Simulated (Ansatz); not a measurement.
A nudged elastic band was laid between two geometries of a periodic cell of 15 atoms, W (host W, host structure bcc, one W atom removed).

Method: DFT PBEsol, scalar-relativistic, plane waves, PAW (Ansatz). Settings: PAW set soft_1, cutoff 420 eV, k mesh 3x3x3, fermi-dirac smearing 0.15 eV, no spin polarisation.

| Quantity | Value |
| --- | --- |
| movable images | 5 |
| climbing image | yes |
| spring | 10.0 eV/Å² |
| optimiser | quadratic models (default) |
| start path | IDPP |
| force threshold | 0.05 eV/Å |
| iteration limit | 47 |
| end points | relaxed |

Image 0:

```xyz
15
Lattice="6.3200 0.0000 0.0000 0.0000 6.3200 0.0000 0.0000 0.0000 6.3200" Properties=species:S:1:pos:R:3
W -0.021 0.019 0.006
W 3.165 0.019 0.006
W -0.020 3.153 0.006
W -0.020 0.019 3.192
W 1.572 1.586 1.599
W 3.166 3.153 0.006
W 3.166 0.020 3.192
W 4.733 1.586 1.599
W -0.021 3.153 3.192
W 1.572 4.746 1.599
W 1.572 1.586 4.759
W 3.165 3.154 3.192
W 4.732 4.746 1.599
W 1.573 4.746 4.759
W 4.732 4.747 4.759
```

Image 6:

Only the atoms that move by more than 0.05 Å are listed.
```
W1 -1.567 1.567 -1.567
```

(1) What changes between the two ends?

(2) Give the energies along the band, and the barrier.

(3) What is the geometry of the highest image?

## Answers

(1) Contacts lost: W1–W5, W1–W10, W1–W13, W1–W14. Contacts made: W1–W6, W1–W7, W1–W9, W1–W12. The atom that moves furthest is W1, by 2.69 Å.

(2) It converged. The highest image is number 2 of 0 to 6, 1.58 eV above the ends, which have the same energy within 2 meV. By the program's own check the climbing image is a first-order saddle point (lowest curvatures found: -2.70 and 9.43 eV/Å²). Limits of this set-up: coarse k mesh, PAW files made for another functional.

```tsv
image	path coordinate (Å)	energy (eV)	W1–W5 (Å)	W1–W10 (Å)	W1–W13 (Å)
0	0.00	0.00	2.74	2.76	2.74
1	0.52	0.85	2.95	3.25	2.95
2	1.05	1.58	3.24	3.79	3.24
3	1.45	1.56	3.48	4.24	3.48
4	1.86	1.44	3.78	4.63	3.78
5	2.26	0.56	4.11	5.02	4.10
6	2.67	0.00	4.43	5.43	4.43
```

(3) 
```xyz
15
Lattice="6.3200 0.0000 0.0000 0.0000 6.3200 0.0000 0.0000 0.0000 6.3200" Properties=species:S:1:pos:R:3
W -0.621 0.620 -0.604
W 3.130 -0.021 0.038
W 0.020 3.189 0.038
W 0.021 -0.022 3.148
W 1.565 1.578 1.583
W 3.191 3.128 0.005
W 3.190 0.012 3.208
W 4.710 1.609 1.663
W -0.012 3.129 3.208
W 1.569 4.750 1.587
W 1.645 1.610 4.728
W 3.153 3.167 3.170
W 4.741 4.754 1.583
W 1.566 4.753 4.759
W 4.710 4.674 4.728
```

Run time: 23 min on 4 threads of Arm Neoverse V1 (shared host), peak memory 3.2 GiB.
